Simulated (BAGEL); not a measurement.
# One shape, several levels: triplet AlNH4O2

We compute a comparison of 4 runs (UHF/STO-3G, ROHF/6-31G*, UHF/6-31G*, ROHF/6-311+G**) of triplet AlNH4O2. 

Program for the calculation: BAGEL 1.2.2.

1 further run of the same task is left out (set aside as unsound or not needed).

**1. The molecule**

The species is AlNH4O2 (8 atoms), meant as a triplet with charge 0. SMILES of the parent species: `[NH2][Al]([OH])[OH]`. Geometry: relaxed at PBE0-D4/def2-TZVP. This is one conformer, not always the lowest. That shape belongs to the parent species and isn't relaxed for this state.

Bond lengths: N1–Al2 1.760 Å, Al2–O3 1.695 Å, Al2–O4 1.692 Å, N1–H5 1.005 Å, N1–H6 1.006 Å, O3–H7 0.954 Å, O4–H8 0.955 Å. Angles: N1–Al2–O3 123.6°, N1–Al2–O4 117.6°, O3–Al2–O4 118.8°, Al2–N1–H5 126.0°, Al2–N1–H6 123.5°, Al2–O3–H7 124.8°, Al2–O4–H8 122.2°, H5–N1–H6 110.5°.

**2. The energy at UHF/STO-3G (density fitting with qzvpp-jkfit) (run 1)**

input.json reads:

```json
{ "bagel" : [

{
  "title" : "molecule",
  "basis" : "sto-3g",
  "df_basis" : "qzvpp-jkfit",
  "angstrom" : true,
  "geometry" : [
    { "atom" : "N", "xyz" : [      -0.453400,       1.370900,       0.159000 ] },
    { "atom" : "Al", "xyz" : [       0.021900,      -0.314300,      -0.015200 ] },
    { "atom" : "O", "xyz" : [       1.569400,      -0.806100,      -0.500900 ] },
    { "atom" : "O", "xyz" : [      -1.140100,      -1.496100,       0.324200 ] },
    { "atom" : "H", "xyz" : [       0.132800,       2.170000,      -0.009000 ] },
    { "atom" : "H", "xyz" : [      -1.372600,       1.662000,       0.447700 ] },
    { "atom" : "H", "xyz" : [       2.287000,      -0.213800,      -0.712700 ] },
    { "atom" : "H", "xyz" : [      -0.952800,      -2.429800,       0.251200 ] }
  ]
},

{ "title" : "uhf", "charge" : 0, "nopen" : 2 },

{ "title" : "print", "file" : "orbitals.molden", "orbitals" : true }

]}
```

On the command line:

```bash
$ BAGEL_NUM_THREADS=1 BAGEL input.json > input.out
```

Output:

```text
* using 1 threads per process

  ===============================================================
  ===============================================================

  *** Geometry ***

  { "atom" : "N", "xyz" : [     -0.856802,      2.590626,      0.300466 ] },
  { "atom" : "Al", "xyz" : [      0.041385,     -0.593941,     -0.028724 ] },
  { "atom" : "O", "xyz" : [      2.965736,     -1.523308,     -0.946564 ] },
  { "atom" : "O", "xyz" : [     -2.154477,     -2.827219,      0.612649 ] },
  { "atom" : "H", "xyz" : [      0.250956,      4.100706,     -0.017008 ] },
  { "atom" : "H", "xyz" : [     -2.593838,      3.140725,      0.846030 ] },
  { "atom" : "H", "xyz" : [      4.321804,     -0.404023,     -1.346808 ] },
  { "atom" : "H", "xyz" : [     -1.800531,     -4.591657,      0.474699 ] },

  Number of auxiliary basis functions:      431

  Since a DF basis is specified, we compute 2- and 3-index integrals:
    o Being stored without compression. Storage requirement is 0.003 GB

  Number of basis functions:       28
  Number of electrons      :       40

    * METHOD: MOLECULE                             0.11

  *** Open-shell HF ***

  === Nuclear Repulsion ===
   161.6987015513

      * DIIS with orbital gradients will be used.

  === UHF iteration (sto-3g) ===
      0       -442.36791994          0.04668205           0.03
      1       -442.52450598          0.01525728           0.03
      2       -442.54217398          0.00462023           0.03
      3       -442.54465398          0.00111106           0.03
      4       -442.54544052          0.00038366           0.03
      5       -442.54553532          0.00006764           0.03
      6       -442.54554171          0.00003105           0.03
      7       -442.54554313          0.00001534           0.03
      8       -442.54554358          0.00000536           0.03
      9       -442.54554363          0.00000183           0.03
     10       -442.54554363          0.00000077           0.03
     11       -442.54554364          0.00000031           0.03
     12       -442.54554364          0.00000012           0.03
     13       -442.54554364          0.00000006           0.03
     14       -442.54554364          0.00000003           0.03
     15       -442.54554364          0.00000001           0.03
     16       -442.54554364          0.00000001           0.03
    * SCF iteration converged.

    * S^2 (UHF) is 2.0118

    * Permanent dipole moment:
           (    0.283504,    -2.268597,    -0.124635) a.u.

    * METHOD: UHF                                  0.53

    * METHOD: PRINT                                0.00

  ===============================================================
```

Wall time 0.81 s (1 thread of Arm Neoverse V2, shared host).

**3. The energy at ROHF/6-31G(d) (density fitting with qzvpp-jkfit, spherical functions) (run 2)**

input.json: that of step 2 with these lines changed.

```diff
@@ -4,3 +4,3 @@
   "title" : "molecule",
-  "basis" : "sto-3g",
+  "basis" : "6-31gs.json",
   "df_basis" : "qzvpp-jkfit",
@@ -19,5 +19,12 @@
 
-{ "title" : "uhf", "charge" : 0, "nopen" : 2 },
+{
+  "title" : "rohf",
+  "nopen" : 2
+},
 
-{ "title" : "print", "file" : "orbitals.molden", "orbitals" : true }
+{
+  "title" : "print",
+  "file" : "orbitals.molden",
+  "orbitals" : true
+}
```

The basis set 6-31G* is read from a file made from the Basis Set Exchange's data (not shown).

On the command line:

```bash
$ BAGEL_NUM_THREADS=1 BAGEL input.json > input.out
```

Output:

```text
* using 1 threads per process

  ===============================================================
  ===============================================================

  *** Geometry ***

  { "atom" : "N", "xyz" : [     -0.856802,      2.590626,      0.300466 ] },
  { "atom" : "Al", "xyz" : [      0.041385,     -0.593941,     -0.028724 ] },
  { "atom" : "O", "xyz" : [      2.965736,     -1.523308,     -0.946564 ] },
  { "atom" : "O", "xyz" : [     -2.154477,     -2.827219,      0.612649 ] },
  { "atom" : "H", "xyz" : [      0.250956,      4.100706,     -0.017008 ] },
  { "atom" : "H", "xyz" : [     -2.593838,      3.140725,      0.846030 ] },
  { "atom" : "H", "xyz" : [      4.321804,     -0.404023,     -1.346808 ] },
  { "atom" : "H", "xyz" : [     -1.800531,     -4.591657,      0.474699 ] },

  Number of auxiliary basis functions:      431

  Since a DF basis is specified, we compute 2- and 3-index integrals:
    o Being stored without compression. Storage requirement is 0.016 GB

  Number of basis functions:       68
  Number of electrons      :       40

    * METHOD: MOLECULE                             0.15

  *** Open-shell HF ***

  === Nuclear Repulsion ===
   161.6987015513

      * DIIS with orbital gradients will be used.

  === ROHF iteration (6-31gs.json) ===
      0       -447.92539315          0.06516148           0.08
      1       -448.15666086          0.04658526           0.08
      2       -448.25778789          0.03123539           0.08
      3       -448.34061059          0.00130653           0.08
      4       -448.34205687          0.00061267           0.07
      5       -448.34240548          0.00034842           0.08
      6       -448.34260697          0.00015557           0.08
      7       -448.34264100          0.00007638           0.08
      8       -448.34264976          0.00002764           0.08
      9       -448.34265222          0.00000994           0.08
     10       -448.34265338          0.00000354           0.08
     11       -448.34265384          0.00000148           0.08
     12       -448.34265392          0.00000079           0.08
     13       -448.34265396          0.00000036           0.08
     14       -448.34265395          0.00000017           0.08
     15       -448.34265396          0.00000009           0.08
     16       -448.34265396          0.00000004           0.08
     17       -448.34265396          0.00000002           0.08
     18       -448.34265396          0.00000001           0.08
    * SCF iteration converged.

    * S^2 (ROHF) is 2.0000

    * Permanent dipole moment:
           (    0.248452,    -1.458092,    -0.100468) a.u.

    * METHOD: ROHF                                 1.58

    * METHOD: PRINT                                0.01

  ===============================================================
```

Wall time 1.9 s (1 thread of Arm Neoverse V2, shared host).

Run 3 isn't shown in full; the table further down has it.

**4. The energy at ROHF/6-311+G(d,p) (density fitting with qzvpp-jkfit) (run 4)**

input.json reads:

```json
{ "bagel": [

{
  "title": "molecule",
  "basis": "6-311+gss.json",
  "df_basis": "qzvpp-jkfit",
  "angstrom": "true",
  "geometry": [
    { "atom": "N", "xyz": [   -0.453400,    1.370900,    0.159000 ] },
    { "atom": "Al", "xyz": [    0.021900,   -0.314300,   -0.015200 ] },
    { "atom": "O", "xyz": [    1.569400,   -0.806100,   -0.500900 ] },
    { "atom": "O", "xyz": [   -1.140100,   -1.496100,    0.324200 ] },
    { "atom": "H", "xyz": [    0.132800,    2.170000,   -0.009000 ] },
    { "atom": "H", "xyz": [   -1.372600,    1.662000,    0.447700 ] },
    { "atom": "H", "xyz": [    2.287000,   -0.213800,   -0.712700 ] },
    { "atom": "H", "xyz": [   -0.952800,   -2.429800,    0.251200 ] }
  ]
},
{ "title": "rohf", "charge": 0, "nopen": 2 },
{ "title": "print", "file": "orbitals.molden", "orbitals": "true" }

]}
```

The basis set 6-311+G** is read from a file made from the Basis Set Exchange's data (not shown).

On the command line:

```bash
$ BAGEL_NUM_THREADS=1 BAGEL input.json > input.out
```

Output:

```text
* using 1 threads per process

  ===============================================================
  ===============================================================

  *** Geometry ***

  { "atom" : "N", "xyz" : [     -0.856802,      2.590626,      0.300466 ] },
  { "atom" : "Al", "xyz" : [      0.041385,     -0.593941,     -0.028724 ] },
  { "atom" : "O", "xyz" : [      2.965736,     -1.523308,     -0.946564 ] },
  { "atom" : "O", "xyz" : [     -2.154477,     -2.827219,      0.612649 ] },
  { "atom" : "H", "xyz" : [      0.250956,      4.100706,     -0.017008 ] },
  { "atom" : "H", "xyz" : [     -2.593838,      3.140725,      0.846030 ] },
  { "atom" : "H", "xyz" : [      4.321804,     -0.404023,     -1.346808 ] },
  { "atom" : "H", "xyz" : [     -1.800531,     -4.591657,      0.474699 ] },

  Number of auxiliary basis functions:      431

  Since a DF basis is specified, we compute 2- and 3-index integrals:
    o Being stored without compression. Storage requirement is 0.050 GB

  Number of basis functions:      120
  Number of electrons      :       40

    * METHOD: MOLECULE                             0.19

  *** Open-shell HF ***

  === Nuclear Repulsion ===
   161.6987015513

      * DIIS with orbital gradients will be used.

  === ROHF iteration (6-311+gss.json) ===
      0       -447.86587991          0.07272572           0.16
      1       -448.13892726          0.06081616           0.16
      2       -448.30075092          0.04322967           0.16
      3       -448.46981162          0.00175317           0.16
      4       -448.47229753          0.00102403           0.16
      5       -448.47308900          0.00054354           0.15
      6       -448.47356676          0.00027581           0.16
      7       -448.47370954          0.00015477           0.16
      8       -448.47374366          0.00006638           0.16
      9       -448.47375088          0.00002926           0.16
     10       -448.47375264          0.00001425           0.16
     11       -448.47375307          0.00000546           0.17
     12       -448.47375368          0.00000250           0.16
     13       -448.47375377          0.00000142           0.17
     14       -448.47375381          0.00000067           0.17
     15       -448.47375381          0.00000032           0.16
     16       -448.47375382          0.00000017           0.16
     17       -448.47375382          0.00000010           0.16
     18       -448.47375382          0.00000005           0.16
     19       -448.47375382          0.00000003           0.16
     20       -448.47375382          0.00000001           0.17
     21       -448.47375382          0.00000001           0.16
    * SCF iteration converged.

    * S^2 (ROHF) is 2.0000

    * Permanent dipole moment:
           (    0.173997,    -0.469135,    -0.061286) a.u.

    * METHOD: ROHF                                 3.78

    * METHOD: PRINT                                0.02

  ===============================================================
```

Run time: 4.2 s. Hardware: 1 thread of Arm Neoverse V2, shared host; peak memory 0.14 GiB.

**5. Overview of the runs**

```
run                                                                level  energy (Eh)  dipole moment (D)   ⟨S²⟩  wall time
  1                        UHF/STO-3G (density fitting with qzvpp-jkfit)  -442.545544               5.82  2.012     0.81 s
  2  ROHF/6-31G* (density fitting with qzvpp-jkfit, spherical functions)  -448.342654               3.77  2.000      1.9 s
  3   UHF/6-31G* (density fitting with qzvpp-jkfit, spherical functions)  -448.347598               3.82  2.009        2 s
  4                    ROHF/6-311+G** (density fitting with qzvpp-jkfit)  -448.473754               1.28  2.000      4.2 s
```

**6. What came out**

```
            quantity          value
 run 4: total energy  -448.47375 Eh
run 4: dipole moment         1.28 D
         run 4: ⟨S²⟩          2.000
```

What this shows: The dipole moment (its size) runs from 1.28 D (ROHF/6-311+G**) to 5.82 D (UHF/STO-3G). The two ends differ in method and basis. In run 1 the basis is minimal, so the values are rough. All runs together took 8.9 s, the longest 4.2 s.
